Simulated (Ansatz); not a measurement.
# BCl2H3OSi: basis-set convergence

The task here is to estimate one member of a computed series from the others.

The runs use Ansatz 0.2.0, Gaussian basis; one geometry, several basis sets.

Levels to be run: PBE0-D4/def2-SVP; ωB97M-V/def2-SVP; PBE0-D4/def2-QZVPP; ωB97M-V/def2-QZVPP; the functionals' def2-TZVPP values are taken from earlier runs.

## Structure used throughout

An earlier PBE0-D4 in a triple-zeta def2 set relaxation fixed the geometry.

SMILES `[SiH3]OB(Cl)Cl`, 8 atoms, charge 0, spin multiplicity 1.

Atoms are counted from 1 here; the program's logs count them from 0.

Bond lengths: Si1–O2 1.668 Å, Si1–H6 1.481 Å, Si1–H7 1.479 Å, Si1–H8 1.481 Å, O2–B3 1.332 Å, B3–Cl4 1.765 Å, B3–Cl5 1.750 Å. Angles: O2–Si1–H6 109.4°, O2–Si1–H7 105.7°, O2–Si1–H8 109.4°, H6–Si1–H7 110.8°, H6–Si1–H8 110.6°, H7–Si1–H8 110.8°, Si1–O2–B3 133.0°, O2–B3–Cl4 121.1°, O2–B3–Cl5 120.0°, Cl4–B3–Cl5 118.8°.

The first run:

Contents of in.yaml:

```yaml
crystal:
  periodic: [false, false, false]
  atoms:
    - {symbol: Si, position_ang: [-0.132731, -0.352289, 1.203701]}
    - {symbol: O, position_ang: [0.623237, 0.386549, -0.086983]}
    - {symbol: B, position_ang: [0.327003, 0.478444, -1.382633]}
    - {symbol: Cl, position_ang: [-1.125745, -0.275086, -2.042423]}
    - {symbol: Cl, position_ang: [1.385918, 1.357759, -2.463263]}
    - {symbol: H, position_ang: [-1.480935, 0.233706, 1.385716]}
    - {symbol: H, position_ang: [0.721580, -0.077245, 2.378661]}
    - {symbol: H, position_ang: [-0.226024, -1.808938, 0.951326]}
basis:
  gaussian: {orbitals: def2-SVP}
hamiltonian: {xc: pbe0, dispersion: d4}
output: {orbitals: {seedname: orbitals}}
```

Started as:

```bash
$ ansatz run in.yaml --threads 4 --pin off --events-out ev --progress --plain --max-ram 10444MiB
```

Among the steps run: PBE0-D4 in def2-SVP; ωB97M-V in def2-SVP; PBE0-D4 in def2-QZVPP; ωB97M-V in def2-QZVPP.

One table of the session follows, with a row left open; its other results are not shown here.

| functional | basis | HOMO (eV) |
| --- | --- | --- |
| PBE0-D4 | def2-SVP | -8.82 |
| PBE0-D4 | def2-TZVPP | -9.00 |
| PBE0-D4 | def2-QZVPP | -9.03 |
| ωB97M-V | def2-SVP | -11.05 |
| ωB97M-V | def2-TZVPP | ? |
| ωB97M-V | def2-QZVPP | -11.32 |

Estimate the missing values for ωB97M-V, def2-TZVPP.

As computed: HOMO (eV): -11.28. In the column «HOMO (eV)» it lies between ωB97M-V, def2-QZVPP (-11.32) and ωB97M-V, def2-SVP (-11.05).
